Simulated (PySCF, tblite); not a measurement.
# B₂H₄O₂, a small molecule taken as a stand-in for a surface group (boron hydroxide): NMR shifts, core binding energies and electronic excitations

Wanted: the NMR shifts, core binding energies and electronic excitations for `BB(O)O`.

Programs: tblite 0.8.0 and PySCF 2.14.0. All values are calculated, for the isolated system unless a continuum is named. Atoms count from 0, parts from 1.

## (1) The system as given

8 atoms, charge 0, multiplicity 1; geometry: distance geometry start.

## (2) Geometry optimisation with GFN2-xTB

The job: settings as JSON, then the geometry in Å.

```
{"job": {"kind": "relax", "xc": "GFN2-xTB", "basis": "xTB"}, "charge": 0, "multiplicity": 1}
O     -1.077210    -1.242071    -0.257240
B     -0.315999    -0.243720     0.482082
O     -0.869763     0.993680     1.010212
B      1.274738    -0.050047     0.020048
H     -1.680568    -0.820896    -0.884821
H     -0.815508     1.691933     0.294946
H      2.056777    -0.879459     0.313709
H      1.399963     0.593070    -0.972221
```

Level: GFN2-xTB geometry optimisation, gas phase.

The run is started by

```bash
OMP_NUM_THREADS=1 python cluster_run.py task.json out
```

The driver reads the jobs from task.json and runs them one after another.

**Question.** The jobs that follow are: PBE0-D3(BJ)/def2-SVP geometry optimisation, gas phase; GIAO PBE0/pcSseg-2 NMR shielding, non-relativistic, gas phase; delta-SCF UKS SCAN, pcX-2 on the ionised atom, pcseg-1 elsewhere, spin-free X2C; TDDFT CAM-B3LYP/def2-SVPD, vertical, gas phase, core orbitals frozen in the response. Predict: point group; rotational constants (main isotopes); ¹H shifts against TMS (PBE0/pcSseg-2, means over atoms taken as alike); ¹⁷O shifts against H2O (PBE0/pcSseg-2); ¹¹B shifts against BF3·OEt2 (PBE0/pcSseg-2); surface potential, 1st and 99th percentile; O1s binding energies, SCAN/pcX-2; B1s binding energies, SCAN/pcX-2; lowest singlet (CAM-B3LYP/def2-SVPD); brightest single state of those computed; lowest triplet; vertical ionisation energy (ΔSCF); vertical electron affinity (ΔSCF).

The runs gave:

| quantity | value |
| --- | --- |
| point group | Cs |
| rotational constants (main isotopes) | 10.06, 7.84, 4.57 GHz |
| ¹H shifts against TMS (PBE0/pcSseg-2, means over atoms taken as alike) | 9.43, 3.91, 3.69 ppm |
| ¹⁷O shifts against H2O (PBE0/pcSseg-2) | 132.8, 126.2 ppm |
| ¹¹B shifts against BF3·OEt2 (PBE0/pcSseg-2) | 109.5, 34.7 ppm |
| surface potential, 1st and 99th percentile | -1.27 V and 2.75 V |
| O1s binding energies, SCAN/pcX-2 | O2 539.28, O0 539.05 eV |
| B1s binding energies, SCAN/pcX-2 | B1 197.14, B3 196.62 eV |
| lowest singlet (CAM-B3LYP/def2-SVPD) | 4.68 eV (265 nm), f = 0.001 |
| brightest single state of those computed | state 4, 7.74 eV, f = 0.057 |
| lowest triplet | 3.90 eV |
| vertical ionisation energy (ΔSCF) | 11.15 eV |
| vertical electron affinity (ΔSCF) | 0.04 eV |

In words: Over 4 steps the energy fell by 0.081 eV; of the close pairs, B3–H6 changed most, 1.161 to 1.212 Å (PBE0/def2-SVP). At PBE0/pcSseg-2: The largest span, 267 ppm, is at B3, where the paramagnetic term is -204 ppm. By nearest atom (PBE0/pcSseg-2), the HOMO sits on B1, B3 about 29 % each; O2 16 % and the LUMO on B3 52 %; H6, H7 about 15 % each. The O1s levels kept as sound span 0.23 eV, from O0 (oxygen bonded to B, H) up to O2 (oxygen bonded to B, H). The B1s levels kept as sound span 0.52 eV, from B3 (boron bonded to B, 2 H) up to B1 (boron bonded to B, 2 O). The first singlet state (HOMO→LUMO 0.96) lies at 4.68 eV and is weak; of the 6 states computed, the strongest absorption comes from state 4 at 7.74 eV. The lowest triplet lies 0.78 eV below the lowest singlet (triplets in Tamm-Dancoff, singlets in full TDDFT). The orbital energy would give 9.98 eV for ionisation, ΔSCF gives 11.15 eV.
